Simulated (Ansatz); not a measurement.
# BBrH: the cost of one run

Method: def2-QZVPP, all electrons in the functionals, frozen cores in the correlation of double hybrids and RPA; program: Ansatz 0.2.0, Gaussian basis.

Plan: PBE, BLYP, r2SCAN, B97M-V, PBE0, B3LYP, wB97M-V, B2PLYP, at charge 0, quartet; charge 0, doublet; charge 0, sextet; charge 1, triplet; charge 1, quintet (not every functional at every point).

10 further runs of the same task are left out: 2 that didn't finish, 8 set aside as unsound or not needed.

## Step 1: The system

The geometry is a PBE0/def2-TZVP stationary point (not a proven minimum). No spin-orbit coupling is included. The filled d shell of Br may be among the frozen orbitals whatever the setting's name suggests; the logs give the count.

3 atoms, charge 0, spin multiplicity 4.

Atoms are counted from 1 here; the program's logs count them from 0.

Bond lengths: B1–Br2 1.977 Å, B1–H3 1.279 Å. Angles: Br2–B1–H3 79.0°.

No dispersion term is added; B97M-V, wB97M-V hold VV10 nonlocal correlation. B3LYP takes the VWN-RPA correlation.

The geometry shown and the zero of energy belong to the point charge 0, quartet. The yardstick, RCCSD(T), and other wave-function levels (R restricted, U unrestricted, valence and pair active spaces) come from earlier runs.

## Step 2: PBE, charge 0, quartet

in.yaml reads:

```yaml
crystal:
  periodic: [false, false, false]
  atoms:
    - {symbol: B, position_ang: [0.000000, -0.188124, 1.715115]}
    - {symbol: Br, position_ang: [0.000000, 0.011759, -0.252218]}
    - {symbol: H, position_ang: [0.000000, 1.085637, 1.598465]}
basis:
  gaussian: {orbitals: "def2-QZVPP.json"}
magnetization: {spin_polarized: true, initial_magnetization: 3}
hamiltonian: {xc: {name: PBE}}
output: {orbitals: {seedname: orbitals}}
```

Command:

```
ansatz run in.yaml --threads 1 --pin off --events-out ev --progress --plain --max-ram 2393MiB
```

Q: Estimate wall time and peak memory on 1 thread of Arm Neoverse V2, shared host.

About 8.5 s, with a peak of 0.29 GiB.
